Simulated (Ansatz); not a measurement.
# LiPb2: the cost of one run

Program: Ansatz 0.2.0. Level of theory: DFT PBE, scalar-relativistic, plane waves, PAW. These are calculated values, not measurements.

## Step 1: The system as given

The structure is tetragonal, space group I4/mmm (No. 139). Conventional cell: a = 3.676 Å, b = 3.676 Å, c = 11.962 Å, α = 90.00°, β = 90.00°, γ = 90.00°. Around Li (site symmetry 4/mmm) lie 8 Pb at 3.23 Å and 4 Li at 3.68 Å. Around Pb (site symmetry 4mm) lie 4 Li at 3.23 Å and 9 Pb at 3.38 to 3.83 Å.

Coordinates:

```cif
data_structure
_symmetry_space_group_name_H-M 'I4/mmm'
_symmetry_Int_Tables_number 139
_cell_length_a 3.6763
_cell_length_b 3.6763
_cell_length_c 11.9617
_cell_angle_alpha 90.000
_cell_angle_beta 90.000
_cell_angle_gamma 90.000
_cell_volume 161.67
loop_
_atom_site_label
_atom_site_type_symbol
_atom_site_symmetry_multiplicity
_atom_site_Wyckoff_symbol
_atom_site_fract_x
_atom_site_fract_y
_atom_site_fract_z
_atom_site_occupancy
Li1 Li 2 a 0.00000 0.00000 0.00000 1
Pb1 Pb 4 e 0.00000 0.00000 0.34000 1
```

This is candidate A: Ti2Pd type (I4/mmm, No. 139).

(A quick probe on a coarse mesh, which set the mesh and smearing, is not shown.)

## Step 3: Relaxing cell and atoms (candidate A)

File input.yaml:

```yaml
crystal:
  lattice:
    - [-1.8381631246, 1.8381631246, 5.9808712151]
    - [1.8381631246, -1.8381631246, 5.9808712151]
    - [1.8381631246, 1.8381631246, -5.9808712151]
  atoms:
    - { symbol: Li, position: [0.0, 0.0, 0.0] }
    - { symbol: Pb, position: [0.34, 0.34, 0.0] }
    - { symbol: Pb, position: [0.66, 0.66, 0.0] }
basis:
  ecutwfc: 420
kpoints:
  mp_grid: { grid: [18, 18, 18] }
hamiltonian:
  xc: pbe
scf:
  occupations: { method: gaussian, width: 0.1 }
output:
  forces: true
  stress: true
  eigenvalues: true
  write_density: true
  write_potential: true
  elf: true
  volumetric_format: npy
relax:
  adjacent_minimum: "off"
  f_tol: 0.01
  max_steps: 80
  cell: { stress_tol: 0.05 }
```

The run is started by

```
$ ansatz run input.yaml --threads 1 --pin off --max-ram 2560MiB --backend cpu --events-out ev --progress --plain --runs-dir out
```

What time and memory should one allow on 1 thread of Intel Xeon 6975P-C (Granite Rapids), shared host?

About 11 min, with a peak of 0.91 GiB.
